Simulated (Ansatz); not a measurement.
Born–Oppenheimer molecular dynamics of a periodic cell of 15 atoms, Cs4Te2O2F7 (host Cs2TeOF4, host structure Cmcm, one F atom removed). It starts from an unrelaxed structure (largest force component 2.43 eV/Å).

Level of theory: DFT PBEsol, scalar-relativistic, plane waves, PAW (Ansatz 0.2.0). Settings: accuracy low, cutoff 420 eV, k mesh 2x2x1, fermi-dirac smearing 0.05 eV, no spin polarisation.

- ensemble: NVT, Langevin thermostat
- time step: 1 fs
- steps asked: 60
- set temperature: 1500 K
- friction: 0.02 /fs
- seed: 369728

First frame:

```xyz
15
Lattice="3.3475 -7.3202 0.0000 3.3475 7.3202 0.0000 0.0000 0.0000 7.1709" Properties=species:S:1:pos:R:3
Cs 3.348 0.946 1.793
Cs 3.348 -0.946 5.378
Cs 3.348 -3.771 1.793
Cs 3.348 3.771 5.378
Te 3.348 5.769 1.793
Te 3.348 -5.769 5.378
O 3.348 3.995 1.793
O 3.348 -3.995 5.378
F 1.488 -1.586 0.372
F 5.207 1.586 3.958
F 1.488 1.586 6.799
F 5.207 -1.586 3.213
F 5.207 1.586 6.799
F 1.488 -1.586 3.213
F 1.488 1.586 3.958
```

(1) What does the run give?

(2) What happens to the structure?

(3) How do temperature and energy run in time?

Results:

(1) All steps were run.

* steps done: 60
* time covered: 60 fs
* mean temperature over the second half: 1257 K
* spread of the potential energy over the second half: 9.0 meV per atom
* mean potential energy of the second half above the start: 55.5 meV per atom

The mean temperature of the second half is 16 % below the set value. A run of 0.06 ps of so small a system gives no equilibrium averages. Limits of this set-up: coarse k mesh, odd electron count without spin, low accuracy level.

(2) Mean squared displacements from the first frame to the last, about the centre of mass: Cs 0.06 Å², Te 0.01 Å², O 0.21 Å², F 0.24 Å². Another seed would give other details.

(3) 
```json
{"time (fs)": "0.0", "T (K)": "1400", "potential energy less start (eV)": "0.000"}
{"time (fs)": "2.0", "T (K)": "1566", "potential energy less start (eV)": "0.003"}
{"time (fs)": "4.0", "T (K)": "1687", "potential energy less start (eV)": "0.030"}
{"time (fs)": "6.0", "T (K)": "1508", "potential energy less start (eV)": "0.082"}
{"time (fs)": "8.0", "T (K)": "1380", "potential energy less start (eV)": "0.171"}
{"time (fs)": "10.0", "T (K)": "1464", "potential energy less start (eV)": "0.293"}
{"time (fs)": "12.0", "T (K)": "1321", "potential energy less start (eV)": "0.443"}
{"time (fs)": "14.0", "T (K)": "1239", "potential energy less start (eV)": "0.627"}
{"time (fs)": "16.0", "T (K)": "1131", "potential energy less start (eV)": "0.797"}
{"time (fs)": "18.0", "T (K)": "1168", "potential energy less start (eV)": "0.910"}
{"time (fs)": "20.0", "T (K)": "971", "potential energy less start (eV)": "0.939"}
{"time (fs)": "22.0", "T (K)": "1161", "potential energy less start (eV)": "0.931"}
{"time (fs)": "24.0", "T (K)": "1123", "potential energy less start (eV)": "0.905"}
{"time (fs)": "26.0", "T (K)": "1263", "potential energy less start (eV)": "0.853"}
{"time (fs)": "28.0", "T (K)": "1227", "potential energy less start (eV)": "0.803"}
{"time (fs)": "30.0", "T (K)": "1372", "potential energy less start (eV)": "0.765"}
{"time (fs)": "32.0", "T (K)": "1291", "potential energy less start (eV)": "0.731"}
{"time (fs)": "34.0", "T (K)": "1386", "potential energy less start (eV)": "0.693"}
{"time (fs)": "36.0", "T (K)": "1308", "potential energy less start (eV)": "0.673"}
{"time (fs)": "38.0", "T (K)": "1345", "potential energy less start (eV)": "0.671"}
{"time (fs)": "40.0", "T (K)": "1356", "potential energy less start (eV)": "0.695"}
{"time (fs)": "42.0", "T (K)": "1239", "potential energy less start (eV)": "0.726"}
{"time (fs)": "44.0", "T (K)": "1104", "potential energy less start (eV)": "0.776"}
{"time (fs)": "46.0", "T (K)": "1128", "potential energy less start (eV)": "0.828"}
{"time (fs)": "48.0", "T (K)": "1425", "potential energy less start (eV)": "0.867"}
{"time (fs)": "50.0", "T (K)": "1461", "potential energy less start (eV)": "0.897"}
{"time (fs)": "52.0", "T (K)": "1295", "potential energy less start (eV)": "0.930"}
{"time (fs)": "54.0", "T (K)": "1195", "potential energy less start (eV)": "0.970"}
{"time (fs)": "56.0", "T (K)": "975", "potential energy less start (eV)": "1.011"}
{"time (fs)": "58.0", "T (K)": "971", "potential energy less start (eV)": "1.056"}
{"time (fs)": "60.0", "T (K)": "1161", "potential energy less start (eV)": "1.096"}
```

Run time: 16 min on 1 thread of Arm Neoverse N1, on a shared host, peak memory 0.7 GiB.
